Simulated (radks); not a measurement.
# V⁴⁺ in [Ar] 3d1: an all-electron calculation

The task here is to estimate one member of a computed series from the others.

The numbers are computed with radks (a radial shooting solver on a logarithmic mesh, Libxc functionals) version 1 (scalar-relativistic Kohn-Sham, MS2 meta-GGA, spin-polarised, spherical densities, finite nucleus; open shells are filled with parallel spins first), except any that are marked as measured or tabulated.

### Starting point

| Quantity | Value |
| --- | --- |
| element | vanadium (Z = 23) |
| charge | +4 |
| electrons | 19 |
| configuration | [Ar] 3d1 |
| nuclear rms radius | 3.6002 fm |

The outer shells:

V⁴⁺
```
[Ar] core
3d [↑ ][  ][  ][  ][  ]
```

Set-up of the first run:

Settings of this run:

```text
Z 23
configuration [Ar] 3d1
relativity scalar-relativistic
functional ms2,regtpss
spin polarised
nucleus finite rms 3.6002 fm
c 137.035999084
```

On the command line:

```sh
python run_ks.py task.json out
```

The same process makes all the runs of this session.

One of the session's tables, all rows but one given; the rest of the session is left out.

It belongs to the step «Shells». Radial moments (bohr):

```
  level      <r>  outermost maximum (interpolated)  90 % within  nodes
  1s up  0.06638                            0.0435        0.119      0
1s down  0.06638                            0.0435        0.119      0
  2s up   0.3069                             0.255        0.476      1
2s down        ?                                 ?            ?      ?
  2p up   0.2740                             0.209        0.450      0
2p down   0.2738                             0.209        0.449      0
  3s up   0.9204                             0.811         1.36      2
3s down   0.9221                             0.811         1.37      2
  3p up   0.9679                             0.832         1.47      1
3p down   0.9700                             0.832         1.47      1
  3d up    1.082                             0.822         1.76      0
3d down    1.088                             0.824         1.77      0
```

Q: Estimate the row for 2s down from the others.

The run gave: <r>: 0.3067; outermost maximum (interpolated): 0.255; 90 % within: 0.476; nodes: 1. In the column «<r>» it lies between 2p up (0.2740) and 2s up (0.3069).

Limits of these values: Open shells are spherical and high-spin; term and fine-structure splittings are not resolved.
